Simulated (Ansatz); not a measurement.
# AlN: a point defect seen from the nuclei (Si on an N site), part 2 of 3

Aim: the field gradients at and around a point defect: Si on an N site in AlN, cell charge -1. The cell is a supercell built from an entry of the Crystallography Open Database (COD; perhaps a calculated or model structure). Planned: a single point, then a relaxation, then a check of ecutwfc.

Ansatz 0.2.0; DFT, PBE, plane-wave PAW, default files, scalar-relativistic, as far as a step names no other.

### 3 Ions relaxed

A COD entry behind a cell of this session may itself be a prediction, so a difference from it is no test against experiment.

input.yaml, as its differences from that of step 2:

```diff
@@ -75 +75,4 @@
     contact_densities: true
+relax:
+  f_tol: 0.03
+  max_steps: 40
```

Started as:

```bash
$ ansatz run input.yaml --threads 1 --pin off --max-ram 3072MiB --backend cpu --events-out ev --progress --plain --runs-dir out
```

Log:

```text
Warning: output.stress: scf.convergence.dr2_threshold = 1e-7 eV (the SCF's general default) is looser than the 5.4e-9 eV advised for a printed stress (1e-10 eV for each atom of the cell: 54). What an SCF threshold leaves in a stress goes as its square root, and in the free energy as the threshold itself, and one threshold admits the most on a small cell: of the crystals measured, under no hybrid functional and no lock of the moments, on runs that ended without the residual-converged pass, on stresses that held no estimate of that error, the worst erred by over 100 MPa in a component at 1e-7 eV an atom and by under 5 at 1e-10. Every solve of this run answers to scf.convergence.dr2_threshold, and the tensor of one is reported: a single SCF on the reported geometry and on this run's grids (its basis.xc_grid and basis.ecutrho_ratio typed), with scf.convergence.dr2_threshold at 5.4e-9 eV or tighter, prints it and tightens no other solve. Else set scf.convergence.dr2_threshold to 5.4e-9 eV or tighter. The threshold is an SCF's pass mark: one that does not reach it within its budget of iterations ends unconverged, or closes short of it on a stop that the run arms, and scf.convergence.dr2_threshold's page says what that costs each kind of run
Warning: RAYON_NUM_THREADS=1 ignored (pool sized by the plan → 1); use --threads N
[... 10 set-up lines as earlier in the session ...]
Crystal: 54 atoms, lattice volume = 412.222 Å³
Basis set: ecut = 420 eV, 7991 PW (Γ), exchange–correlation on 120×120×120 points (8 copies of the dense FFT grid, shifted against one another)
Bands: 162, of which v1, the nominal top of the filled ones, is band 108 counted from 1 (107 counted from 0)
[... 2 set-up lines as earlier in the session ...]
k-points: 4 of 27
[... 10 set-up lines as earlier in the session ...]
SCF iter   1: F=—  HF=-25162.143520 eV  |F-HF|=—  |Δ(HF+E_count)|=         —  Δρ=7.37e-3  dr2=2.68e-1  ethr=1.77e-3  ⟨swp⟩=10.8  Hψ=4277  notcnv=0  defer=57
preconditioner: auto → Resta (q_TF=auto, 2.450 Å⁻¹)  ε∞=4.1  [insulator: Δε(μ)=3.312 eV  Ē_g=15.267 eV  σ=0.010 eV  W_gap=1.00  n_scr=112 (ndim 8)  ℏωp=26.9 eV  f_vac=0.000  D(μ)=0.00/eV (n_scr^D=0)  ε∞_Penn≈4.1]
SCF iter   2: F=—  HF=-25162.060922 eV  |F-HF|=—  |Δ(HF+E_count)|=   8.26e-2  Δρ=2.18e-3  dr2=2.69e-2  ethr=1.24e-4  ⟨swp⟩=3.2  Hψ=1023  notcnv=0  defer=186
SCF iter   3: F=—  HF=-25162.056134 eV  |F-HF|=—  |Δ(HF+E_count)|=   4.79e-3  Δρ=9.95e-4  dr2=4.38e-3  ethr=1.24e-5  ⟨swp⟩=3.2  Hψ=806  notcnv=0  defer=186
SCF iter   4: F=—  HF=-25162.056109 eV  |F-HF|=—  |Δ(HF+E_count)|=   2.55e-5  Δρ=2.23e-4  dr2=1.67e-4  ethr=2.03e-6  ⟨swp⟩=3.2  Hψ=1014  notcnv=0  defer=186
SCF iter   5: F=—  HF=-25162.056064 eV  |F-HF|=—  |Δ(HF+E_count)|=   4.42e-5  Δρ=7.48e-5  dr2=2.50e-5  ethr=7.72e-8  ⟨swp⟩=2.0  Hψ=938  notcnv=0  defer=186
SCF iter   6: F=-25162.056058 eV  HF=-25162.056058 eV  |F-HF|=4.35e-8  |Δ(HF+E_count)|=   6.69e-6  Δρ=1.71e-5  dr2=6.32e-7  ethr=1.04e-8  ⟨swp⟩=4.0  Hψ=1810  notcnv=0
SCF 1 converged in 6 iterations: F = -25162.056058 eV  dr2 = 6.32e-7
relax step   1: F+E_penalty+E_count = -25162.05605764 eV  Δ(F+E_penalty+E_count) = +0.000e0 eV  max|allowed force component| = 5.464e0 eV/Å  Δτ_max = 0.0000 Å  (6 SCF iters, dr2 threshold 2.25e-5 eV, accepted)
Initial density: handed on by an earlier stage of this run
Initial wavefunctions: those handed on with the density
iter 1 solved again at ethr=1.38e-4 eV; its pass at ethr=3.10e-3 eV (dr2=2.97e-1 eV) is discarded
SCF iter   1: F=—  HF=-25164.456160 eV  |F-HF|=—  |Δ(HF+E_count)|=         —  Δρ=7.92e-3  dr2=3.06e-1  ethr=1.38e-4  ⟨swp⟩=2.0  Hψ=2777  notcnv=0  defer=186
preconditioner: auto → Resta (q_TF=auto, 2.450 Å⁻¹)  ε∞=4.1  [insulator: Δε(μ)=2.546 eV  Ē_g=15.325 eV  σ=0.010 eV  W_gap=1.00  n_scr=112 (ndim 8)  ℏωp=26.9 eV  f_vac=0.000  D(μ)=0.00/eV (n_scr^D=0)  ε∞_Penn≈4.1]
SCF iter   2: F=—  HF=-25164.377083 eV  |F-HF|=—  |Δ(HF+E_count)|=   7.91e-2  Δρ=3.89e-3  dr2=6.19e-2  ethr=1.38e-4  ⟨swp⟩=2.2  Hψ=717  notcnv=0  defer=186
SCF iter   3: F=—  HF=-25164.359814 eV  |F-HF|=—  |Δ(HF+E_count)|=   1.73e-2  Δρ=8.08e-4  dr2=2.54e-3  ethr=2.87e-5  ⟨swp⟩=3.0  Hψ=932  notcnv=0  defer=190
SCF iter   4: F=—  HF=-25164.359165 eV  |F-HF|=—  |Δ(HF+E_count)|=   6.49e-4  Δρ=2.82e-4  dr2=3.52e-4  ethr=1.18e-6  ⟨swp⟩=2.2  Hψ=1122  notcnv=0  defer=190
SCF iter   5: F=—  HF=-25164.359059 eV  |F-HF|=—  |Δ(HF+E_count)|=   1.06e-4  Δρ=5.33e-5  dr2=1.02e-5  ethr=1.63e-7  ⟨swp⟩=2.0  Hψ=873  notcnv=0  defer=190
SCF iter   6: F=-25164.359056 eV  HF=-25164.359057 eV  |F-HF|=8.05e-7  |Δ(HF+E_count)|=   2.08e-6  Δρ=2.06e-5  dr2=1.32e-6  ethr=4.70e-9  ⟨swp⟩=3.8  Hψ=1480  notcnv=0
SCF 2 converged in 6 iterations: F = -25164.359056 eV  dr2 = 1.32e-6
relax step   2: F+E_penalty+E_count = -25164.35905649 eV  Δ(F+E_penalty+E_count) = -2.303e0 eV  max|allowed force component| = 1.188e0 eV/Å  Δτ_max = 0.0969 Å  (6 SCF iters, dr2 threshold 1.00e-4 eV, accepted)
SCF iter   1: F=—  HF=-25164.806395 eV  |F-HF|=—  |Δ(HF+E_count)|=         —  Δρ=4.52e-3  dr2=1.38e-1  ethr=2.86e-4  ⟨swp⟩=5.2  Hψ=1400  notcnv=0  defer=192
preconditioner: auto → Resta (q_TF=auto, 2.450 Å⁻¹)  ε∞=4.1  [insulator: Δε(μ)=2.584 eV  Ē_g=15.333 eV  σ=0.010 eV  W_gap=1.00  n_scr=112 (ndim 8)  ℏωp=26.9 eV  f_vac=0.000  D(μ)=0.00/eV (n_scr^D=0)  ε∞_Penn≈4.1]
SCF iter   2: F=—  HF=-25164.768276 eV  |F-HF|=—  |Δ(HF+E_count)|=   3.81e-2  Δρ=1.93e-3  dr2=2.35e-2  ethr=6.38e-5  ⟨swp⟩=2.5  Hψ=817  notcnv=0  defer=192
SCF iter   3: F=—  HF=-25164.761845 eV  |F-HF|=—  |Δ(HF+E_count)|=   6.43e-3  Δρ=3.42e-4  dr2=3.12e-4  ethr=1.09e-5  ⟨swp⟩=3.0  Hψ=828  notcnv=0  defer=192
SCF iter   4: F=—  HF=-25164.761798 eV  |F-HF|=—  |Δ(HF+E_count)|=   4.77e-5  Δρ=1.17e-4  dr2=3.36e-5  ethr=4.08e-8  ⟨swp⟩=3.0  Hψ=2044  notcnv=0
SCF iter   5: F=-25164.761794 eV  HF=-25164.761795 eV  |F-HF|=8.04e-7  |Δ(HF+E_count)|=   2.54e-6  Δρ=2.25e-5  dr2=1.59e-6  ethr=1.55e-8  ⟨swp⟩=3.0  Hψ=1457  notcnv=0
SCF 3 converged in 5 iterations: F = -25164.761794 eV  dr2 = 1.59e-6
relax step   3: F+E_penalty+E_count = -25164.76179422 eV  Δ(F+E_penalty+E_count) = -4.027e-1 eV  max|allowed force component| = 2.221e-1 eV/Å  Δτ_max = 0.0322 Å  (5 SCF iters, dr2 threshold 8.82e-5 eV, accepted)
SCF iter   1: F=—  HF=-25164.789582 eV  |F-HF|=—  |Δ(HF+E_count)|=         —  Δρ=1.38e-3  dr2=1.11e-2  ethr=5.24e-5  ⟨swp⟩=4.5  Hψ=1363  notcnv=0  defer=192
preconditioner: auto → Resta (q_TF=auto, 2.450 Å⁻¹)  ε∞=4.1  [insulator: Δε(μ)=2.708 eV  Ē_g=15.334 eV  σ=0.010 eV  W_gap=1.00  n_scr=112 (ndim 8)  ℏωp=26.9 eV  f_vac=0.000  D(μ)=0.00/eV (n_scr^D=0)  ε∞_Penn≈4.1]
SCF iter   2: F=—  HF=-25164.786356 eV  |F-HF|=—  |Δ(HF+E_count)|=   3.23e-3  Δρ=5.80e-4  dr2=2.04e-3  ethr=5.12e-6  ⟨swp⟩=3.0  Hψ=1090  notcnv=0  defer=192
SCF iter   3: F=—  HF=-25164.786637 eV  |F-HF|=—  |Δ(HF+E_count)|=   2.80e-4  Δρ=1.46e-4  dr2=7.04e-5  ethr=9.45e-7  ⟨swp⟩=2.0  Hψ=796  notcnv=0  defer=192
SCF iter   4: F=—  HF=-25164.786621 eV  |F-HF|=—  |Δ(HF+E_count)|=   1.55e-5  Δρ=4.79e-5  dr2=9.55e-6  ethr=3.26e-8  ⟨swp⟩=2.0  Hψ=840  notcnv=0  defer=192
SCF iter   5: F=-25164.786619 eV  HF=-25164.786619 eV  |F-HF|=2.07e-7  |Δ(HF+E_count)|=   2.27e-6  Δρ=8.46e-6  dr2=2.89e-7  ethr=1.43e-9  ⟨swp⟩=4.0  Hψ=1805  notcnv=0
SCF 4 converged in 5 iterations: F = -25164.786619 eV  dr2 = 2.89e-7
relax step   4: F+E_penalty+E_count = -25164.78661869 eV  Δ(F+E_penalty+E_count) = -2.482e-2 eV  max|allowed force component| = 1.339e-2 eV/Å  Δτ_max = 0.0080 Å  (5 SCF iters, dr2 threshold 3.08e-6 eV, accepted)
iter 1 solved again at ethr=1.58e-10 eV; its pass at ethr=3.10e-3 eV (dr2=3.41e-7 eV) is discarded
SCF iter   1: F=—  HF=-25164.786019 eV  |F-HF|=—  |Δ(HF+E_count)|=         —  Δρ=9.61e-6  dr2=3.48e-7  ethr=1.58e-10  ⟨swp⟩=1.0  Hψ=1542  notcnv=0  defer=192
preconditioner: auto → Resta (q_TF=auto, 2.450 Å⁻¹)  ε∞=4.1  [insulator: Δε(μ)=2.731 eV  Ē_g=15.332 eV  σ=0.010 eV  W_gap=1.00  n_scr=112 (ndim 8)  ℏωp=26.9 eV  f_vac=0.000  D(μ)=0.00/eV (n_scr^D=0)  ε∞_Penn≈4.1]
SCF iter   2: F=—  HF=-25164.786619 eV  |F-HF|=—  |Δ(HF+E_count)|=   6.00e-4  Δρ=3.34e-6  dr2=5.67e-8  ethr=4.63e-11  ⟨swp⟩=3.0  Hψ=2133  notcnv=0
SCF iter   3: F=-25164.786619 eV  HF=-25164.786619 eV  |F-HF|=9.30e-9  |Δ(HF+E_count)|=   9.67e-9  Δρ=1.89e-6  dr2=1.93e-8  ethr=2.62e-11  ⟨swp⟩=2.0  Hψ=1807  notcnv=0
SCF 5 converged in 3 iterations: F = -25164.786619 eV  dr2 = 1.93e-8
relax step   5: F+E_penalty+E_count = -25164.78661881 eV  Δ(F+E_penalty+E_count) = -1.217e-7 eV  max|allowed force component| = 1.336e-2 eV/Å  Δτ_max = 0.0000 Å  (3 SCF iters, accepted)
NSCF: frozen V_eff on 4 k-points
the band table was solved once a step of the walk had ended and its energy, with any forces and stress, was formed, with the checks that follow a solve (3942 applications of the Hamiltonian). They found nothing against the state; the energy, forces and stress were not computed again (output.eigenvalues in the input reference)
SCF converged after 3 iterations
Free energy (F): -25164.786619 eV
Harris-Foulkes:  -25164.786619 eV  (|F-HF|=9.30e-9)
Internal energy: -25164.786619 eV  (E = F + TS)
E sigma→0 (E₀):  -25164.786619 eV
Fermi energy:    16.225537 eV
--- Per-component energies (eV) ---
[... 15 lines left out ...]
--- Forces (eV/Å), atoms counted from 1 ---
  atom   1  Al    -0.00339650    -0.00339650    -0.00339650
  atom   2  Al     0.00000000    -0.00000000     0.00689491
  atom   3  Al     0.00339650     0.00339650    -0.00339650
  atom   4  Al     0.00000000     0.00689491     0.00000000
  atom   5  Al    -0.00689491     0.00000000     0.00000000
  atom   6  Al    -0.01335734     0.01335734    -0.00000000
[... 48 lines left out ...]
  max |Σ_I F_I| component: 1.56e-17 eV/Å
--- Stress (GPa, compression-positive) ---
       41.424727       0.000000      -0.000000
        0.000000      41.424727      -0.000000
       -0.000000      -0.000000      41.424727
  P = ⅓ Tr σ = 41.4247 GPa (414.247 kbar)
--- PAW observables at the nuclei: V_zz in 10²¹ V/m², potentials from the cell's mean, atoms counted from 1 ---
  atom   1  Al V_zz =    +0.059128   η = 0.0000   by run symmetry: allowed   C_q = +0.2096 MHz
            electrostatic potential = -1235.990772 V   contact ρ = 10079.156804 e/Å³
  atom   2  Al V_zz =    -4.801084   η = 0.0000   by run symmetry: allowed   C_q = -17.0187 MHz
            electrostatic potential = -1236.877535 V   contact ρ = 10080.730712 e/Å³
  atom   3  Al V_zz =    +0.059128   η = 0.0000   by run symmetry: allowed   C_q = +0.2096 MHz
            electrostatic potential = -1235.990772 V   contact ρ = 10079.156804 e/Å³
  atom   4  Al V_zz =    -4.801084   η = 0.0000   by run symmetry: allowed   C_q = -17.0187 MHz
            electrostatic potential = -1236.877535 V   contact ρ = 10080.730712 e/Å³
  atom   5  Al V_zz =    -4.801084   η = 0.0000   by run symmetry: allowed   C_q = -17.0187 MHz
            electrostatic potential = -1236.877535 V   contact ρ = 10080.730712 e/Å³
  atom   6  Al V_zz =    -0.356845   η = 0.9652   by run symmetry: allowed   C_q = -1.2649 MHz
            electrostatic potential = -1236.111573 V   contact ρ = 10079.207018 e/Å³
  atom   7  Al V_zz =    +0.059128   η = 0.0000   by run symmetry: allowed   C_q = +0.2096 MHz
            electrostatic potential = -1235.990772 V   contact ρ = 10079.156804 e/Å³
  atom   8  Al V_zz =    -0.356845   η = 0.9652   by run symmetry: allowed   C_q = -1.2649 MHz
            electrostatic potential = -1236.111573 V   contact ρ = 10079.207018 e/Å³
  atom   9  Al V_zz =    -0.356845   η = 0.9652   by run symmetry: allowed   C_q = -1.2649 MHz
            electrostatic potential = -1236.111573 V   contact ρ = 10079.207018 e/Å³
  atom  10  Al V_zz =    -4.801084   η = 0.0000   by run symmetry: allowed   C_q = -17.0187 MHz
            electrostatic potential = -1236.877535 V   contact ρ = 10080.730712 e/Å³
  atom  11  Al V_zz =    -4.801084   η = 0.0000   by run symmetry: allowed   C_q = -17.0187 MHz
            electrostatic potential = -1236.877535 V   contact ρ = 10080.730712 e/Å³
  atom  12  Al V_zz =    -0.356845   η = 0.9652   by run symmetry: allowed   C_q = -1.2649 MHz
            electrostatic potential = -1236.111573 V   contact ρ = 10079.207018 e/Å³
  atom  13  Al V_zz =    -4.801084   η = 0.0000   by run symmetry: allowed   C_q = -17.0187 MHz
            electrostatic potential = -1236.877535 V   contact ρ = 10080.730712 e/Å³
  atom  14  Al V_zz =    +0.059128   η = 0.0000   by run symmetry: allowed   C_q = +0.2096 MHz
            electrostatic potential = -1235.990772 V   contact ρ = 10079.156804 e/Å³
  atom  15  Al V_zz =    +0.059128   η = 0.0000   by run symmetry: allowed   C_q = +0.2096 MHz
            electrostatic potential = -1235.990772 V   contact ρ = 10079.156804 e/Å³
  atom  16  Al V_zz =    -0.356845   η = 0.9652   by run symmetry: allowed   C_q = -1.2649 MHz
            electrostatic potential = -1236.111573 V   contact ρ = 10079.207018 e/Å³
  atom  17  Al V_zz =    +0.059128   η = 0.0000   by run symmetry: allowed   C_q = +0.2096 MHz
            electrostatic potential = -1235.990772 V   contact ρ = 10079.156804 e/Å³
  atom  18  Al V_zz =    -0.356845   η = 0.9652   by run symmetry: allowed   C_q = -1.2649 MHz
            electrostatic potential = -1236.111573 V   contact ρ = 10079.207018 e/Å³
  atom  19  Al V_zz =    +0.059128   η = 0.0000   by run symmetry: allowed   C_q = +0.2096 MHz
            electrostatic potential = -1235.990772 V   contact ρ = 10079.156804 e/Å³
  atom  20  Al V_zz =    -0.356845   η = 0.9652   by run symmetry: allowed   C_q = -1.2649 MHz
            electrostatic potential = -1236.111573 V   contact ρ = 10079.207018 e/Å³
  atom  21  Al V_zz =    -0.356845   η = 0.9652   by run symmetry: allowed   C_q = -1.2649 MHz
            electrostatic potential = -1236.111573 V   contact ρ = 10079.207018 e/Å³
  atom  22  Al V_zz =    -0.356845   η = 0.9652   by run symmetry: allowed   C_q = -1.2649 MHz
            electrostatic potential = -1236.111573 V   contact ρ = 10079.207018 e/Å³
  atom  23  Al V_zz =    +0.059128   η = 0.0000   by run symmetry: allowed   C_q = +0.2096 MHz
            electrostatic potential = -1235.990772 V   contact ρ = 10079.156804 e/Å³
  atom  24  Al V_zz =    -0.356845   η = 0.9652   by run symmetry: allowed   C_q = -1.2649 MHz
            electrostatic potential = -1236.111573 V   contact ρ = 10079.207018 e/Å³
  atom  25  Al V_zz =    -0.356845   η = 0.9652   by run symmetry: allowed   C_q = -1.2649 MHz
            electrostatic potential = -1236.111573 V   contact ρ = 10079.207018 e/Å³
  atom  26  Al V_zz =    -0.356845   η = 0.9652   by run symmetry: allowed   C_q = -1.2649 MHz
            electrostatic potential = -1236.111573 V   contact ρ = 10079.207018 e/Å³
  atom  27  Al V_zz =    -0.000000   η = 0.0000   by run symmetry: forbidden   C_q = -0.0000 MHz
            electrostatic potential = -1235.943071 V   contact ρ = 10078.918597 e/Å³
  atom  28  Si V_zz =    -0.000000   η = 0.0000   by run symmetry: forbidden
            electrostatic potential = -1374.534154 V   contact ρ = 12809.752314 e/Å³
  atom  29  N  V_zz =    -2.002753   η = 0.3432   by run symmetry: allowed   C_q = -0.9898 MHz
            electrostatic potential = -522.359157 V   contact ρ = 1412.305648 e/Å³
  atom  30  N  V_zz =    -2.002753   η = 0.3432   by run symmetry: allowed   C_q = -0.9898 MHz
            electrostatic potential = -522.359157 V   contact ρ = 1412.305648 e/Å³
  atom  31  N  V_zz =    -2.002753   η = 0.3432   by run symmetry: allowed   C_q = -0.9898 MHz
            electrostatic potential = -522.359157 V   contact ρ = 1412.305648 e/Å³
  atom  32  N  V_zz =    +0.268177   η = 0.0000   by run symmetry: allowed   C_q = +0.1325 MHz
            electrostatic potential = -522.122384 V   contact ρ = 1412.131126 e/Å³
  atom  33  N  V_zz =    -2.002753   η = 0.3432   by run symmetry: allowed   C_q = -0.9898 MHz
            electrostatic potential = -522.359157 V   contact ρ = 1412.305648 e/Å³
  atom  34  N  V_zz =    -2.002753   η = 0.3432   by run symmetry: allowed   C_q = -0.9898 MHz
            electrostatic potential = -522.359157 V   contact ρ = 1412.305648 e/Å³
  atom  35  N  V_zz =    -2.002753   η = 0.3432   by run symmetry: allowed   C_q = -0.9898 MHz
            electrostatic potential = -522.359157 V   contact ρ = 1412.305648 e/Å³
  atom  36  N  V_zz =    +0.268177   η = 0.0000   by run symmetry: allowed   C_q = +0.1325 MHz
            electrostatic potential = -522.122384 V   contact ρ = 1412.131126 e/Å³
  atom  37  N  V_zz =    -2.002753   η = 0.3432   by run symmetry: allowed   C_q = -0.9898 MHz
            electrostatic potential = -522.359157 V   contact ρ = 1412.305648 e/Å³
  atom  38  N  V_zz =    +0.268177   η = 0.0000   by run symmetry: allowed   C_q = +0.1325 MHz
            electrostatic potential = -522.122384 V   contact ρ = 1412.131126 e/Å³
  atom  39  N  V_zz =    -2.002753   η = 0.3432   by run symmetry: allowed   C_q = -0.9898 MHz
            electrostatic potential = -522.359157 V   contact ρ = 1412.305648 e/Å³
  atom  40  N  V_zz =    +0.268177   η = 0.0000   by run symmetry: allowed   C_q = +0.1325 MHz
            electrostatic potential = -522.122384 V   contact ρ = 1412.131126 e/Å³
  atom  41  N  V_zz =    +0.268177   η = 0.0000   by run symmetry: allowed   C_q = +0.1325 MHz
            electrostatic potential = -522.122384 V   contact ρ = 1412.131126 e/Å³
  atom  42  N  V_zz =    -0.318217   η = 0.0000   by run symmetry: allowed   C_q = -0.1573 MHz
            electrostatic potential = -521.861721 V   contact ρ = 1412.087550 e/Å³
  atom  43  N  V_zz =    -2.002753   η = 0.3432   by run symmetry: allowed   C_q = -0.9898 MHz
            electrostatic potential = -522.359157 V   contact ρ = 1412.305648 e/Å³
  atom  44  N  V_zz =    -0.318217   η = 0.0000   by run symmetry: allowed   C_q = -0.1573 MHz
            electrostatic potential = -521.861721 V   contact ρ = 1412.087550 e/Å³
  atom  45  N  V_zz =    -0.318217   η = 0.0000   by run symmetry: allowed   C_q = -0.1573 MHz
            electrostatic potential = -521.861721 V   contact ρ = 1412.087550 e/Å³
  atom  46  N  V_zz =    -2.002753   η = 0.3432   by run symmetry: allowed   C_q = -0.9898 MHz
            electrostatic potential = -522.359157 V   contact ρ = 1412.305648 e/Å³
  atom  47  N  V_zz =    -2.002753   η = 0.3432   by run symmetry: allowed   C_q = -0.9898 MHz
            electrostatic potential = -522.359157 V   contact ρ = 1412.305648 e/Å³
  atom  48  N  V_zz =    +0.268177   η = 0.0000   by run symmetry: allowed   C_q = +0.1325 MHz
            electrostatic potential = -522.122384 V   contact ρ = 1412.131126 e/Å³
  atom  49  N  V_zz =    -2.002753   η = 0.3432   by run symmetry: allowed   C_q = -0.9898 MHz
            electrostatic potential = -522.359157 V   contact ρ = 1412.305648 e/Å³
  atom  50  N  V_zz =    -0.318217   η = 0.0000   by run symmetry: allowed   C_q = -0.1573 MHz
            electrostatic potential = -521.861721 V   contact ρ = 1412.087550 e/Å³
  atom  51  N  V_zz =    -0.318217   η = 0.0000   by run symmetry: allowed   C_q = -0.1573 MHz
            electrostatic potential = -521.861721 V   contact ρ = 1412.087550 e/Å³
  atom  52  N  V_zz =    +0.268177   η = 0.0000   by run symmetry: allowed   C_q = +0.1325 MHz
            electrostatic potential = -522.122384 V   contact ρ = 1412.131126 e/Å³
  atom  53  N  V_zz =    -0.318217   η = 0.0000   by run symmetry: allowed   C_q = -0.1573 MHz
            electrostatic potential = -521.861721 V   contact ρ = 1412.087550 e/Å³
  atom  54  N  V_zz =    +0.268177   η = 0.0000   by run symmetry: allowed   C_q = +0.1325 MHz
            electrostatic potential = -522.122384 V   contact ρ = 1412.131126 e/Å³
--- Band table (eV) ---
[... 4 lines left out ...]
--- Relaxed structure (5 steps of the walk, 5 accepted, 0 SCFs on fresh bases) ---
  F+E_penalty+E_count = -25164.78661881 eV   max|allowed force component| = 1.336e-2 eV/Å
  atoms:
[... 54 lines left out ...]
--- Löwdin populations: 54 sites ---
  site symbol       q [e]
[... 54 lines left out ...]
  spilling = 0.010448 (of n_electrons = 216.000000)
```

Wall time 2.1 min (1 thread of Arm Neoverse V1, shared host); peak memory 0.92 GiB.

Step by step:

| step | energy change (eV) | largest force component (eV/Å) |
| --- | --- | --- |
| 1 | 0.0000 | 5.464 |
| 2 | -2.3030 | 1.188 |
| 3 | -2.7057 | 0.222 |
| 4 | -2.7306 | 0.013 |
| 5 | -2.7306 | 0.013 |

Largest displacement: 0.133 Å (atom 13 and its like, Al); mean 0.038 Å.

State: gap on the mesh 2.73 eV, largest force 0.019 eV/Å, pressure 41.4 GPa.

Beside the values of step 2 (V_zz in 10²¹ V/m²):

| site | atoms | V_zz, PBE | V_zz, PBE relaxed | η, PBE | η, PBE relaxed |
| --- | --- | --- | --- | --- | --- |
| Si | 28 | 0.00 | 0.00 | – | – |
| Al2 | 2, 4, 5, … | -3.86 | -4.80 | 0.00 | 0.00 |
| N29 | 29, 30, 31, … | -0.87 | -2.00 | 0.07 | 0.34 |
| Al1 | 1, 3, 7, … | -0.054 | 0.059 | 0.00 | 0.00 |
| N42 | 42, 44, 45, … | -0.089 | -0.32 | 0.00 | 0.00 |
| Al6 | 6, 8, 9, … | -0.21 | -0.36 | 0.94 | 0.97 |
| N32 | 32, 36, 38, … | 0.20 | 0.27 | 0.00 | 0.00 |
| Al27 | 27 | 0.00 | 0.00 | – | – |

The printed gradients, by site:

| site | atoms | distance from the defect (Å) | V_zz (10²¹ V/m²) | η | C_Q (MHz) |
| --- | --- | --- | --- | --- | --- |
| Si | 28 | 0.00 | 0.00 | – | – |
| Al2 | 2, 4, 5, 10, … | 2.10 | -4.80 | 0.00 | -17.0 (²⁷Al) |
| N29 | 29, 30, 31, 33, … | 2.84 | -2.00 | 0.34 | -0.990 (¹⁴N) |
| Al1 | 1, 3, 7, 14, … | 3.40 | 0.059 | 0.00 | 0.210 (²⁷Al) |
| N42 | 42, 44, 45, 50, … | 3.97 | -0.32 | 0.00 | -0.157 (¹⁴N) |
| Al6 | 6, 8, 9, 12, … | 4.40 | -0.36 | 0.97 | -1.26 (²⁷Al) |
| N32 | 32, 36, 38, 40, … | 4.82 | 0.27 | 0.00 | 0.133 (¹⁴N) |
| Al27 | 27 | 5.91 | 0.00 | – | 0 (²⁷Al) |

Direction of the V_zz axis (Cartesian unit vector):

| site | atom | x | y | z |
| --- | --- | --- | --- | --- |
| Al1 | 1 | 0.58 | 0.58 | 0.58 |
| Al2 | 2 | 0.00 | 0.00 | 1.00 |
| N29 | 29 | 0.71 | 0.71 | 0.00 |
| N32 | 32 | 0.58 | -0.58 | -0.58 |
| N42 | 42 | 0.00 | 0.00 | 1.00 |

The sizes of the gradients above 0.15 moved by 72 % in the median, over a factor of two at the site that moves most (small gradients counted from 0.15; N42, -0.089 to -0.32).

(Part 2 of 3 ends here.)
